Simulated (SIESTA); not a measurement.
Co, a sheet with vacuum:

```
CELL_PARAMETERS angstrom
2.34715 0.00000 0.00000
-1.17358 2.03269 0.00000
0.00000 0.00000 23.80000
ATOMIC_POSITIONS crystal
Co 0.00000 0.00000 0.29412
```

The cell was built by a generator and needn't be a form met in nature.

Base run:

* Program: SIESTA 5.4.2
* Functional: PBE
* Potentials or basis: PseudoDojo 0.4 standard (PBE files)
* Basis: DZP (energy shift 0.003 Ry; two zetas on semicore shells)
* Grid cutoff: 800 Ry
* Energy shift: 0.003 Ry
* k mesh: 13 × 13 × 1
* Occupations: fermi-dirac, width 0.05 eV
* Spin: collinear spin, ferromagnetic start
* Starting moments: [2.0] μB
* Hubbard terms: Co d U = 8 eV

Its results: band gap on the k mesh none (metal or under the smearing width); net moment 2.14 μB per cell; site moments Co +2.14 μB.

Task: The run is repeated on the same cell with these changes: hubbard terms from Co d U = 8 eV to Co d U = 2 eV. What comes out?

Result: Band gap on the k mesh none (metal or under the smearing width); net moment 2.01 μB per cell; site moments Co +2.01 μB.

Caveats: the basis of atomic orbitals isn't converged, which shifts pressures, moduli and gaps; the U is typed as a test and isn't derived for this compound.
